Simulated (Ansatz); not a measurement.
# ClGaHO: the cost of one run

The runs use Ansatz 0.2.0, Gaussian basis; cc-pVDZ, all electrons in the functionals, frozen cores in the correlation of double hybrids and RPA.

To be run: B2PLYP, RPA-PBE, at charge 0, quartet; charge 0, doublet; charge 0, sextet; charge 1, triplet; charge 1, quintet.

7 further runs of the same task are left out: 2 for a known fault of the program, 5 set aside as unsound or not needed. Runs told in other sessions of the task aren't counted.

**1. What is computed**

The geometry is a PBE0/def2-TZVP stationary point (not a proven minimum). No spin-orbit coupling is included. The filled d shell of Ga may be among the frozen orbitals whatever the setting's name suggests.

4 atoms, charge 0, spin multiplicity 4.

Atoms are counted from 1 here; the program's logs count them from 0.

Bond lengths: Cl1–Ga2 2.280 Å, Ga2–O3 1.971 Å, O3–H4 0.970 Å. Angles: Cl1–Ga2–O3 70.4°, Ga2–O3–H4 107.7°.

No dispersion term is added.

The geometry shown and the zero of energy belong to the point charge 0, quartet. The yardstick, UCCSDT(Q), and other wave-function levels (R restricted, U unrestricted, valence and pair active spaces) come from earlier runs.

**2. B2PLYP, charge 0, quartet**

The input, in.yaml:

```yaml
crystal:
  periodic: [false, false, false]
  atoms:
    - {symbol: Cl, position_ang: [-0.003470, 0.176594, 1.536640]}
    - {symbol: Ga, position_ang: [-0.011408, 0.301246, -0.740313]}
    - {symbol: O, position_ang: [0.107147, -1.585274, -0.180991]}
    - {symbol: H, position_ang: [-0.789579, -1.886197, 0.033798]}
basis:
  gaussian: {orbitals: cc-pVDZ}
magnetization: {spin_polarized: true, initial_magnetization: 3}
hamiltonian: {xc: {name: B2PLYP}}
correlation: {electrons: outside_noble_gas}
```

Launch:

```console
> ansatz run in.yaml --threads 1 --pin off --events-out ev --progress --plain --max-ram 2816MiB --backend cpu
```

**Question.** How long does this run take on 1 thread of AMD EPYC 7R13, shared host?

About 4.6 s.
